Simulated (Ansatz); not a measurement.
Crystal: Zn4TeO3.

```
Te Zn O
1.0
     3.37098    0.00000    0.00000
     0.00000    3.64425    5.17965
     0.00000   -3.64425    5.17965
Te Zn O
1 4 3
Direct
  0.50000 0.36432 0.36432
  0.00000 0.55264 0.55264
  0.50000 0.52851 0.93788
  0.50000 0.93788 0.52851
  0.00000 0.99498 0.99498
  0.50000 0.87437 0.87437
  0.00000 0.87473 0.37256
  0.00000 0.37256 0.87473
```

The cell comes from a database or a generator and needn't be the stable form of this composition.

* Program: Ansatz 0.2.0
* Task: single point
* Functional: PBE
* Potentials or basis: Ansatz PAW
* Cutoff: 420 eV (not typed: the program's choice for these potentials)
* k mesh: 8 × 5 × 5
* Occupations: fermi-dirac, width 0.05 eV
* Spin: no spin polarisation

On this cell: pressure -0.3 GPa; largest force 0.222 eV/Å; band gap on the k mesh none (metal or under the smearing width).

The same run follows on a disturbed copy (atoms moved at random, drawn with an rms of 0.05 Å):

```
Te Zn O
1.0
     3.37098    0.00000    0.00000
     0.00000    3.64425    5.17965
     0.00000   -3.64425    5.17965
Te Zn O
1 4 3
Direct
  0.49415 0.35310 0.36879
  0.99898 0.54481 0.55835
  0.50516 0.52649 0.93999
  0.49591 0.93910 0.53372
  0.99878 0.99215 0.98554
  0.49090 0.87287 0.87840
  0.99810 0.87075 0.37666
  0.01424 0.38750 0.87121
```

Question: What does the disturbed cell give?

Answer: The energy (extrapolated to zero smearing) moves by +9.9 meV/atom; pressure 1.0 GPa; largest force 1.067 eV/Å; band gap on the k mesh none (metal or under the smearing width).

Forces in eV/Å, atoms in the order of the input:
```
Te   0.098  0.561  0.489
Zn  -0.069  0.951 -0.479
Zn   0.161 -0.225  0.289
Zn   0.026 -0.078 -0.612
Zn  -0.086 -0.286  0.274
O    0.187  0.037 -0.066
O   -0.040 -0.377  0.067
O   -0.277 -0.582  0.038
```

Stress tensor (GPa, compression positive):
```
 1.88  0.02  0.04
 0.02  1.31  0.08
 0.04  0.08 -0.09
```
